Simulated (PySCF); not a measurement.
# C4H4BFSi: the cost of one run

Computed with PySCF 2.14.0, with density-fitted response routines of our own, on a single molecule in the gas phase. Atoms count from 0, in the outputs and in this text.

### 1 The starting structure

11 atoms, charge 0, multiplicity 1; geometry from: GFN2-xTB. The atoms were then displaced at random by about 0.01 Å, so the start is not that level's minimum.

Bonds of the start (Å): F0–B1 1.34, B1–C2 1.52, C2–C3 1.16, C3–C4 1.39, C4–C5 1.21, C5–Si6 1.83, B1–H7 1.19, Si6–H8 1.47, Si6–H9 1.46, Si6–H10 1.48.

### 2 Geometry optimisation at PBE0-D3(BJ)/def2-SVP

What the job is given:

```
{"job": {"xc": "PBE0", "basis": "def2-SVP", "d3": "d3bj", "grid": 1, "shake": 0.01, "kind": "geom"}, "charge": 0, "multiplicity": 1}
F      4.402140    -0.059130     1.534910
B      3.786780     0.300100     0.397560
C      2.284380     0.143340     0.246450
C      1.133720     0.027620     0.110160
C     -0.239670    -0.115540    -0.051160
C     -1.442930    -0.224310    -0.177390
Si    -3.255050    -0.415200    -0.376590
H      4.491020     0.729170    -0.465970
H     -3.618650    -1.772970     0.037840
H     -3.589660    -0.170760    -1.774100
H     -3.913970     0.571770     0.502640
```

The run is started by

```bash
$ OMP_NUM_THREADS=1 python probes_run.py task.json out
```

The driver reads the jobs from task.json and runs them one after another.

**Question.** How long does this first job take on 1 thread of Arm Neoverse V2, shared host, and how much memory does it need?

About 44 s, with a peak of 0.49 GiB.
